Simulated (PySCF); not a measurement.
# C5H5Al: the cost of one run

Programs: PySCF 2.14.0, with density-fitted response routines of our own. Each step states its level of theory. These are calculated values for one molecule in the gas phase, unless marked as measured. Atoms are numbered from 0 throughout.

## Step 1: The starting structure

11 atoms, charge 0, multiplicity 1; geometry from: GFN2-xTB. The atoms were then displaced at random by about 0.01 Å, so the start is not that level's minimum.

Bonds of the start (Å): C0–C1 1.21, C1–Al2 1.95, Al2–C3 1.93, Al2–C4 1.96, C4–C5 1.20, C0–H6 1.07, C3–H7 1.10, C3–H8 1.09, C3–H9 1.12, C5–H10 1.06.

## Step 2: Geometry optimisation at PBE0-D3(BJ)/def2-SVP

Job settings and geometry (Å):

```
{"job": {"xc": "PBE0", "basis": "def2-SVP", "d3": "d3bj", "grid": 1, "shake": 0.01, "kind": "geom"}, "charge": 0, "multiplicity": 1}
C      1.706450     2.582800     0.409670
C      1.033220     1.597630     0.212380
Al    -0.043440    -0.002370    -0.103100
C     -1.963910     0.118780    -0.295690
C      0.882420    -1.725580    -0.213950
C      1.445620    -2.784090    -0.269010
H      2.261750     3.481480     0.573110
H     -2.462560    -0.853190    -0.157650
H     -2.304720     0.480420    -1.261880
H     -2.449360     0.802350     0.442730
H      1.932630    -3.724070    -0.312360
```

Run with:

```console
> OMP_NUM_THREADS=1 python probes_run.py task.json out
```

One launch serves the whole session: the jobs run in the order shown.

Q: Estimate the wall time and peak memory of this first job on 1 thread of Arm Neoverse V2, shared host.

About 23 s, with a peak of 0.46 GiB.
